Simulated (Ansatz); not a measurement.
**C₃H₁₁BSe: basis-set convergence**

The task here is to estimate one member of a computed series from the others.

Computed with Ansatz 0.2.0, Gaussian basis. Level: one geometry, several basis sets.

Plan: PBE0-D4/def2-SVP; ωB97M-V/def2-SVP; PBE0-D4/def2-QZVPP; ωB97M-V/def2-QZVPP; the functionals' def2-TZVPP values are taken from earlier runs.

## Structure used throughout

All runs share one geometry, relaxed beforehand with PBE0-D4 in a triple-zeta def2 set.

16 atoms, charge 0, spin multiplicity 1.

Atoms are counted from 1 here; the program's logs count them from 0.

Bond lengths: C1–B2 1.576 Å, C1–H6 1.093 Å, C1–H7 1.101 Å, C1–H8 1.093 Å, B2–C3 1.576 Å, B2–C4 1.576 Å, C3–H9 1.093 Å, C3–H10 1.093 Å, C3–H11 1.100 Å, C4–H12 1.093 Å, C4–H13 1.100 Å, C4–H14 1.093 Å, Se5–H15 1.467 Å, Se5–H16 1.467 Å. Angles: B2–C1–H6 114.2°, B2–C1–H7 106.5°, B2–C1–H8 114.2°, H6–C1–H7 106.0°, H6–C1–H8 109.1°, H7–C1–H8 106.0°, C1–B2–C3 119.4°, C1–B2–C4 119.4°, C3–B2–C4 119.4°, B2–C3–H9 114.1°, B2–C3–H10 114.2°, B2–C3–H11 106.7°, H9–C3–H10 109.1°, H9–C3–H11 106.1°, H10–C3–H11 106.0°, B2–C4–H12 114.2°, B2–C4–H13 106.7°, B2–C4–H14 114.1° and more.

Set-up of the first run:

in.yaml

```yaml
crystal:
  periodic: [false, false, false]
  atoms:
    - {symbol: C, position_ang: [-0.809107, 0.467391, -1.250683]}
    - {symbol: B, position_ang: [0.238946, -0.239611, -0.309593]}
    - {symbol: C, position_ang: [1.677114, 0.383980, -0.148284]}
    - {symbol: C, position_ang: [-0.016398, -1.723805, 0.154280]}
    - {symbol: Se, position_ang: [-0.813535, 0.978190, 2.284411]}
    - {symbol: H, position_ang: [-0.738190, 1.557922, -1.261459]}
    - {symbol: H, position_ang: [-0.581793, 0.137857, -2.275877]}
    - {symbol: H, position_ang: [-1.846362, 0.178359, -1.063702]}
    - {symbol: H, position_ang: [2.212132, 0.046609, 0.742825]}
    - {symbol: H, position_ang: [1.698890, 1.476151, -0.186333]}
    - {symbol: H, position_ang: [2.269579, 0.038270, -1.008741]}
    - {symbol: H, position_ang: [-1.070111, -1.970176, 0.308393]}
    - {symbol: H, position_ang: [0.331250, -2.374234, -0.662417]}
    - {symbol: H, position_ang: [0.552771, -2.018607, 1.039306]}
    - {symbol: H, position_ang: [-0.910513, 2.330998, 1.725337]}
    - {symbol: H, position_ang: [-2.217772, 0.708106, 1.956937]}
basis:
  gaussian: {orbitals: def2-SVP}
hamiltonian: {xc: pbe0, dispersion: d4}
output: {orbitals: {seedname: orbitals}}
```

On the command line:

```console
> ansatz run in.yaml --threads 4 --pin off --events-out ev --progress --plain --max-ram 11315MiB
```

Steps of the session up to this table: PBE0-D4 in def2-SVP; ωB97M-V in def2-SVP; PBE0-D4 in def2-QZVPP; ωB97M-V in def2-QZVPP.

One table of the session follows, with a row left open; its other results are not shown here.

It belongs to the step «Functionals by basis». 

| functional | basis | HOMO (eV) | LUMO (eV) |
| --- | --- | --- | --- |
| PBE0-D4 | def2-SVP | -7.16 | 0.17 |
| PBE0-D4 | def2-TZVPP | -7.30 | -0.09 |
| PBE0-D4 | def2-QZVPP | -7.32 | -0.20 |
| ωB97M-V | def2-SVP | -9.33 | 2.22 |
| ωB97M-V | def2-TZVPP | -9.48 | 1.65 |
| ωB97M-V | def2-QZVPP | ? | ? |

**Question.** Estimate the row for ωB97M-V, def2-QZVPP.

As computed: HOMO (eV): -9.49; LUMO (eV): 1.21. In the column «HOMO (eV)» it is the lowest.
